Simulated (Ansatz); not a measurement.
# ScSi: the cost of one run

Computed with Ansatz 0.2.0, Gaussian basis. Level: def2-TZVPP, core rule «outside noble gas», up to 14 orbitals frozen.

Plan: UHF; CCSD(T) on ROHF; CCSD(T) on UHF; CCSDT(Q) on ROHF; CCSDT(Q) on UHF.

17 further runs of the same task are left out: 12 for a known fault of the program, 5 set aside as unsound or not needed.

## (1) The geometry

The geometry is a PBE0/def2-TZVP stationary point (not a proven minimum) of the parent state, kept for this charge and spin.

2 atoms, charge 1, spin multiplicity 3.

Atoms are counted from 1 here; the program's logs count them from 0.

Bond lengths: Sc1–Si2 2.495 Å.

## (2) UHF

Contents of in.yaml:

```yaml
crystal:
  periodic: [false, false, false]
  atoms:
    - {symbol: Sc, position_ang: [0.000000, 0.000000, 0.000000]}
    - {symbol: Si, position_ang: [0.000000, 0.000000, 2.494600]}
basis:
  gaussian: {orbitals: def2-TZVPP}
total_charge: 1
magnetization: {spin_polarized: true, initial_magnetization: 2}
hamiltonian: {xc: hf}
output: {orbitals: {seedname: orbitals}}
```

Started as:

```console
ansatz run in.yaml --threads 1 --pin off --events-out ev --progress --plain --max-ram 2816MiB --backend cpu
```

What time and memory should one allow on 1 thread of AMD EPYC 7R13, shared host?

About 55 s, with a peak of 0.33 GiB.
